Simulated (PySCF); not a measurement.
**CuNH2, a cluster of ions: interaction energy**

An exercise on one series of results from a longer session: the logs are not shown, and one member is left open.

Computed with PySCF 2.14.0; each step states its level. No surroundings beyond the atoms listed, unless a continuum is named. Atoms count from 0, parts from 1.

### Starting point

4 atoms, charge 0, multiplicity 1; geometry: GFN2-xTB. Parts: 1 = atom 0, `[Cu+]`, charge 1; 2 = atoms 1–3, `[NH2-]`, charge -1.

Set-up of the first run:

The job: settings as JSON, then the geometry in Å.

```
{"job": {"xc": "PBE0", "basis": "def2-SVPD", "d3": "d3bj", "grid": 2, "kind": "geom", "shake": 0.01}, "charge": 0, "multiplicity": 1, "parts": [{"atoms": "0-0", "charge": 1, "multiplicity": 1}, {"atoms": "1-3", "charge": -1, "multiplicity": 1}]}
Cu     0.259294    -0.332678     0.065810
N      1.254369    -1.771778    -0.199114
H      0.823742    -2.677136    -0.062958
H      2.205681    -1.794430     0.228251
```

Command:

```
OMP_NUM_THREADS=1 python cluster_run.py task.json out
```

This one command runs all jobs of the session in turn.

Steps of the session up to this table: Optimising the geometry at PBE0-D3(BJ)/def2-SVPD; Coupled-cluster interaction energy: CCSD(T) and MP2.

One of the session's tables, all rows but one given; the rest of the session is left out.

It belongs to the step «Coupled-cluster interaction energy: CCSD(T) and MP2». 

```
                 method  interaction energy (kcal/mol)
         HF/aug-cc-pVDZ                        -188.02
        MP2/aug-cc-pVDZ                        -216.42
       CCSD/aug-cc-pVDZ                        -207.59
    CCSD(T)/aug-cc-pVDZ                        -210.94
         HF/aug-cc-pVTZ                        -188.31
        MP2/aug-cc-pVTZ                        -219.06
    SCS-MP2/aug-cc-pVTZ                        -212.62
      MP2, extrapolated                              ?
CCSD(T), limit estimate                        -214.56
```

**Question.** Estimate the row for MP2, extrapolated.

The run gave: interaction energy (kcal/mol): -220.04. In the column «interaction energy (kcal/mol)» it is the lowest.

Caveats from the session: At this geometry a test (T1, the size of the triples or of CCSD(T) less MP2, charge moved between the parts) flags the run, so its CCSD(T) estimate is not taken as a benchmark. Tight-binding geometries are rough for metal atoms; that holds for every run here that uses one unrelaxed.
